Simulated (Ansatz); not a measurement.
**CH4ClGeO (SMILES [CH3][Ge]([OH])[Cl]): UB3LYP/6-31G(d) (spherical functions)**

Aim: the energy change on altering one bond length of CH4ClGeO at UB3LYP/6-31G* (spherical functions), from 2 runs. 

The results are computed with Ansatz 0.2.0.

122 further runs of the same task are left out: 122 set aside as unsound or not needed.

## (1) The structure to begin with

The species is CH4ClGeO (8 atoms), meant as a doublet with charge 0. As SMILES, `[CH3][Ge]([OH])[Cl]`. The coordinates come from a PBE0-D4/def2-TZVP relaxation. This is one conformer, not always the lowest.

Bond lengths: C1–Ge2 1.958 Å, Ge2–O3 1.780 Å, Ge2–Cl4 2.184 Å, C1–H5 1.090 Å, C1–H6 1.092 Å, C1–H7 1.089 Å, O3–H8 0.961 Å. Angles: C1–Ge2–O3 104.8°, C1–Ge2–Cl4 109.0°, O3–Ge2–Cl4 106.9°, Ge2–C1–H5 109.2°, Ge2–C1–H6 107.2°, Ge2–C1–H7 109.9°, Ge2–O3–H8 113.2°, H5–C1–H6 110.0°, H5–C1–H7 110.2°, H6–C1–H7 110.2°.

## (2) A single-point energy at UB3LYP/6-31G(d) (spherical functions)

run.yaml reads:

```yaml
crystal:
  periodic: [false, false, false]
  atoms:
    - {symbol: C, position_ang: [0.070000, 1.235100, -0.045900]}
    - {symbol: Ge, position_ang: [-0.661500, -0.553500, 0.272700]}
    - {symbol: O, position_ang: [0.714600, -1.504600, 0.880000]}
    - {symbol: Cl, position_ang: [-1.247100, -1.432100, -1.639400]}
    - {symbol: H, position_ang: [0.419500, 1.652400, 0.898100]}
    - {symbol: H, position_ang: [0.906900, 1.122600, -0.737600]}
    - {symbol: H, position_ang: [-0.694800, 1.876200, -0.480900]}
    - {symbol: H, position_ang: [0.584600, -2.453200, 0.797100]}
basis:
  gaussian:
    orbitals: 6-31G_st_-spherical.json
magnetization:
  spin_polarized: true
  initial_magnetization: 1
output:
  orbitals: {seedname: orbitals}
accuracy: high
hamiltonian:
  xc: {name: B3LYP}
```

The basis set 6-31G* is read from a file made from the Basis Set Exchange's data (not shown).

Launch:

```
$ ansatz run run.yaml --threads 1 --pin off --max-ram 3480MiB --events-out events.jsonl --progress --plain --runs-dir runs
```

The log of the run:

```text
Warning: RAYON_NUM_THREADS=1 ignored (pool sized by the plan → 1); use --threads N
Functional definition: B3LYP
  name "B3LYP"
  parameter a0 = 0.2
  parameter ax = 0.72
  parameter ac = 0.81
  exchange = (1 - a0 - ax)*slater_x + ax*b88_x + a0*exact_x
  correlation = (1 - ac)*vwn_rpa_c + ac*lyp_c
1884 factors; integrals over basis functions are off by at most 7.8e-9 eV
mean field evaluation 1: about -72175.5972 eV, gradient 4.7e1 eV
mean field evaluation 2: about -72148.8622 eV, gradient 9.0e1 eV
mean field evaluation 4: about -72184.1538 eV, gradient 4.8e0 eV
mean field evaluation 8: about -72184.4059 eV, gradient 1.3e-1 eV
mean field evaluation 16: about -72184.4060 eV, gradient 8.6e-5 eV
mean field -72184.40603033 eV, -2652.7279932668 hartree, gradient 2.7e-8 eV, S^2 0.752199; 0 other end points of the search recorded, 0 dependent functions left out
reference -72184.40606801 eV, -2652.7279946515 hartree; 34, 33 occupied and 52, 53 virtual orbitals, 1884 factors
Total energy: -72184.40606801 eV, -2652.7279946515 hartree
```

Run time: 17 s. Hardware: 1 thread of Arm Neoverse V2, shared host; peak memory 0.48 GiB.

## (3) The distorted shape

input.yaml reads:

```yaml
basis:
  gaussian:
    orbitals: 6-31G_st_-spherical.json
crystal:
  periodic: [false, false, false]
  atoms:
    - {symbol: C, position_ang: [-0.342823, 1.520425, -0.228087]}
    - {symbol: Ge, position_ang: [-1.074323, -0.268175, 0.090513]}
    - {symbol: O, position_ang: [0.714600, -1.504600, 0.880000]}
    - {symbol: Cl, position_ang: [-1.659923, -1.146775, -1.821587]}
    - {symbol: H, position_ang: [0.006677, 1.937725, 0.715913]}
    - {symbol: H, position_ang: [0.494077, 1.407925, -0.919787]}
    - {symbol: H, position_ang: [-1.107623, 2.161525, -0.663087]}
    - {symbol: H, position_ang: [0.584600, -2.453200, 0.797100]}
magnetization:
  spin_polarized: true
  initial_magnetization: 1
hamiltonian:
  xc: {name: B3LYP}
accuracy: high
output: {orbitals: {seedname: orbitals}}
```

The basis set 6-31G* is read from a file made from the Basis Set Exchange's data (not shown).

Launch:

```
$ ansatz run input.yaml --threads 1 --pin off --max-ram 3480MiB --events-out events.jsonl --progress --plain --runs-dir runs
```

The log of the run:

```text
Warning: RAYON_NUM_THREADS=1 ignored (pool sized by the plan → 1); use --threads N
Functional definition: B3LYP
  name "B3LYP"
  parameter a0 = 0.2
  parameter ax = 0.72
  parameter ac = 0.81
  exchange = (1 - a0 - ax)*slater_x + ax*b88_x + a0*exact_x
  correlation = (1 - ac)*vwn_rpa_c + ac*lyp_c
1856 factors; integrals over basis functions are off by at most 4.5e-9 eV
mean field evaluation 1: about -72172.0110 eV, gradient 5.0e1 eV
mean field evaluation 2: about -72057.6046 eV, gradient 1.3e2 eV
mean field evaluation 4: about -72182.4088 eV, gradient 8.5e0 eV
mean field evaluation 8: about -72182.9718 eV, gradient 2.8e-1 eV
mean field evaluation 16: about -72183.1038 eV, gradient 1.1e-2 eV
mean field evaluation 32: about -72183.1038 eV, gradient 6.3e-7 eV
mean field -72183.10383466 eV, -2652.6801384585 hartree, gradient 6.4e-8 eV, S^2 0.764076; 2 other end points of the search recorded, 0 dependent functions left out
reference -72183.10387291 eV, -2652.6801398642 hartree; 34, 33 occupied and 52, 53 virtual orbitals, 1856 factors
Total energy: -72183.10387291 eV, -2652.6801398642 hartree
```

Wall time 19 s (1 thread of Arm Neoverse V2, shared host); peak memory 0.48 GiB.

## (4) Results

Level: UB3LYP/6-31G* (spherical functions).

```
                                                          quantity           value
                                         first shape: total energy  -2652.72799 Eh
                   first shape: HOMO energy (highest over α and β)        -5.93 eV
                    first shape: LUMO energy (lowest over α and β)        -3.36 eV
                                                 first shape: ⟨S²⟩           0.752
                                     distorted shape: total energy  -2652.68014 Eh
               distorted shape: HOMO energy (highest over α and β)        -6.53 eV
                distorted shape: LUMO energy (lowest over α and β)        -4.05 eV
                                             distorted shape: ⟨S²⟩           0.764
energy change with the Ge2–O3 bond stretched from 1.780 to 2.313 Å        1.302 eV
```

**Reading.** With the Ge2–O3 bond stretched from 1.780 to 2.313 Å the energy rises by 1.30 eV (30 kcal/mol). The first shape isn't relaxed at this level, so the change isn't measured from a minimum.
